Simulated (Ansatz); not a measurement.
# Si₂H₅O₂ radical: a ladder of functionals and wavefunction methods

One table from this session's results is given with a row withheld; the runs are named, their logs left out.

The runs use Ansatz 0.2.0, Gaussian basis; functionals in def2-TZVPP, the program's frozen cores in correlated methods.

The runs, in order: LDA (SPW92), PBE-D4, revPBE-D4, BLYP-D4, r2SCAN-D4, B97M-V, PBE0-D4, B3LYP-D4, r2SCANh-D4, r2SCAN0-D4, HSE06-D4, BHLYP-D4, CAM-B3LYP-D4, LC-ωPBE, ωB97X-V, ωB97M-V, B2PLYP, PBE-QIDH; CCSD(T)/def2-SVP; CCSD(T)/def2-TZVPP; MP2/def2-QZVPP; extrapolation to the limit; RPA on PBE.

## The relaxed structure

The geometry comes from an earlier relaxation with PBE0-D4 in a triple-zeta def2 set; it is a stationary point, not always the lowest conformer.

SMILES `O[SiH2]O[SiH2]`, 9 atoms, charge 0, spin multiplicity 2.

Atoms are counted from 1 here; the program's logs count them from 0.

Bond lengths: O1–Si2 1.638 Å, O1–H5 0.958 Å, Si2–O3 1.634 Å, Si2–H6 1.482 Å, Si2–H7 1.478 Å, O3–Si4 1.639 Å, Si4–H8 1.490 Å, Si4–H9 1.493 Å. Angles: Si2–O1–H5 118.4°, O1–Si2–O3 112.3°, O1–Si2–H6 111.1°, O1–Si2–H7 105.2°, O3–Si2–H6 105.9°, O3–Si2–H7 109.7°, H6–Si2–H7 112.7°, Si2–O3–Si4 146.2°, O3–Si4–H8 107.8°, O3–Si4–H9 109.8°, H8–Si4–H9 110.2°.

Set-up of the first run:

File in.yaml:

```yaml
crystal:
  periodic: [false, false, false]
  atoms:
    - {symbol: O, position_ang: [-1.831256, 0.590516, 0.462306]}
    - {symbol: Si, position_ang: [-0.320347, 1.145258, 0.158184]}
    - {symbol: O, position_ang: [0.745678, -0.065683, -0.098757]}
    - {symbol: Si, position_ang: [1.074140, -1.436346, -0.935675]}
    - {symbol: H, position_ang: [-2.003076, 0.175046, 1.308170]}
    - {symbol: H, position_ang: [0.207437, 1.914563, 1.310272]}
    - {symbol: H, position_ang: [-0.447235, 1.965952, -1.064404]}
    - {symbol: H, position_ang: [2.494547, -1.800960, -0.672342]}
    - {symbol: H, position_ang: [0.168711, -2.534545, -0.484856]}
basis:
  gaussian: {orbitals: def2-TZVPP}
magnetization: {spin_polarized: true, initial_magnetization: 1}
hamiltonian: {xc: lda}
output: {orbitals: {seedname: orbitals}}
```

On the command line:

```console
ansatz run in.yaml --threads 2 --pin off --events-out ev --progress --plain --max-ram 32768MiB --backend cpu
```

Among the steps run: LDA; PBE-D4 (GGA); revPBE-D4 (GGA); BLYP-D4 (GGA); r2SCAN-D4 (meta-GGA); B97M-V (meta-GGA); B3LYP-D4 (hybrid); r2SCANh-D4 (hybrid); r2SCAN0-D4 (hybrid); HSE06-D4 (hybrid); BHLYP-D4 (hybrid); CAM-B3LYP-D4 (range-separated); LC-ωPBE (range-separated); ωB97X-V (range-separated); ωB97M-V (range-separated); B2PLYP (double hybrid); PBE-QIDH (double hybrid).

One table of the session follows, with a row left open; its other results are not shown here.

It belongs to the step «Frontier levels by functional». 

```
  functional  HOMO (eV)  LUMO (eV)  gap (eV)
 LDA (SPW92)      -4.80      -3.55      1.25
      PBE-D4      -4.85      -3.10      1.75
   revPBE-D4          ?          ?         ?
     BLYP-D4      -4.65      -3.16      1.49
   r2SCAN-D4      -5.21      -2.62      2.59
      B97M-V      -4.95      -3.42      1.52
     PBE0-D4      -6.01      -2.16      3.85
    B3LYP-D4      -5.73      -2.59      3.14
  r2SCANh-D4      -5.63      -2.32      3.31
  r2SCAN0-D4      -6.27      -1.88      4.39
    HSE06-D4      -5.61      -2.55      3.07
    BHLYP-D4      -6.99      -1.40      5.60
CAM-B3LYP-D4      -7.24      -1.31      5.93
     LC-ωPBE      -8.69       0.16      8.86
     ωB97X-V      -8.17      -0.42      7.75
     ωB97M-V      -7.79      -0.57      7.22
```

Estimate the missing values for revPBE-D4.

As computed: HOMO (eV): -4.84; LUMO (eV): -2.96; gap (eV): 1.88. In the column «HOMO (eV)» it lies between PBE-D4 (-4.85) and LDA (SPW92) (-4.80).
